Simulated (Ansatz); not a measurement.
**CH₆O₂SSi: one species, many methods**

The task here is to estimate one member of a computed series from the others.

Program: Ansatz 0.2.0, Gaussian basis. Level of theory: functionals in def2-TZVPP, the program's frozen cores in correlated methods. These are calculated values, not measurements.

Plan: PBE-D4, r2SCAN-D4, PBE0-D4, B3LYP-D4, ωB97X-V, ωB97M-V, B2PLYP; CCSD(T)/def2-TZVPP; MP2/def2-QZVPP; extrapolation to the limit.

## The relaxed structure

All runs share one geometry, relaxed beforehand with PBE0-D4 in a triple-zeta def2 set.

SMILES `OC(S)O[SiH3]`, 11 atoms, charge 0, spin multiplicity 1.

Atoms are counted from 1 here; the program's logs count them from 0.

Bond lengths: O1–C2 1.382 Å, O1–H6 0.964 Å, C2–S3 1.818 Å, C2–O4 1.393 Å, C2–H7 1.101 Å, S3–H8 1.344 Å, O4–Si5 1.661 Å, Si5–H9 1.482 Å, Si5–H10 1.486 Å, Si5–H11 1.482 Å. Angles: C2–O1–H6 106.8°, O1–C2–S3 109.1°, O1–C2–O4 108.6°, O1–C2–H7 111.8°, S3–C2–O4 114.1°, S3–C2–H7 104.1°, O4–C2–H7 109.2°, C2–S3–H8 94.5°, C2–O4–Si5 124.3°, O4–Si5–H9 104.0°, O4–Si5–H10 110.6°, O4–Si5–H11 112.1°, H9–Si5–H10 110.3°, H9–Si5–H11 109.8°, H10–Si5–H11 109.9°.

The first run:

Input file in.yaml:

```yaml
crystal:
  periodic: [false, false, false]
  atoms:
    - {symbol: O, position_ang: [-1.478364, -1.583532, 0.506137]}
    - {symbol: C, position_ang: [-0.798240, -0.382464, 0.583396]}
    - {symbol: S, position_ang: [0.471996, -0.501856, 1.878023]}
    - {symbol: O, position_ang: [-0.297562, -0.072595, -0.678513]}
    - {symbol: Si, position_ang: [0.886941, 1.056034, -0.964955]}
    - {symbol: H, position_ang: [-1.963405, -1.576948, -0.327215]}
    - {symbol: H, position_ang: [-1.451345, 0.435350, 0.923719]}
    - {symbol: H, position_ang: [1.052672, -1.595275, 1.355191]}
    - {symbol: H, position_ang: [0.746591, 1.364342, -2.407654]}
    - {symbol: H, position_ang: [0.652896, 2.276961, -0.151424]}
    - {symbol: H, position_ang: [2.243322, 0.522985, -0.696103]}
basis:
  gaussian: {orbitals: def2-TZVPP}
hamiltonian: {xc: pbe, dispersion: d4}
output: {forces: true, orbitals: {seedname: orbitals}}
```

Launch:

```
$ ansatz run in.yaml --threads 4 --pin off --events-out ev --progress --plain --max-ram 10444MiB
```

Steps of the session up to this table: PBE-D4 (GGA); r2SCAN-D4 (meta-GGA); PBE0-D4 (hybrid); B3LYP-D4 (hybrid); ωB97X-V (range-separated); ωB97M-V (range-separated); B2PLYP (double hybrid); CCSD(T) in def2-TZVPP; MP2 in def2-QZVPP.

One of the session's tables, all rows but one given; the rest of the session is left out.

| method | atomisation energy (kJ/mol) |
| --- | --- |
| PBE-D4 | 3860.4 |
| r2SCAN-D4 | 3806.3 |
| PBE0-D4 | 3775.7 |
| B3LYP-D4 | 3784.2 |
| ωB97X-V | 3820.8 |
| ωB97M-V | 3819.1 |
| B2PLYP | ? |
| HF/def2-TZVPP | 2639.4 |
| MP2/def2-TZVPP | 3760.6 |
| CCSD/def2-TZVPP | 3629.4 |
| CCSD(T)/def2-TZVPP | 3693.3 |
| MP2/CBS | 3877.7 |
| CCSD(T)/CBS | 3810.4 |

Q: Estimate the row for B2PLYP from the others.

The run gave: atomisation energy (kJ/mol): 3742.0. In the column «atomisation energy (kJ/mol)» it lies between CCSD(T)/def2-TZVPP (3693.3) and MP2/def2-TZVPP (3760.6).
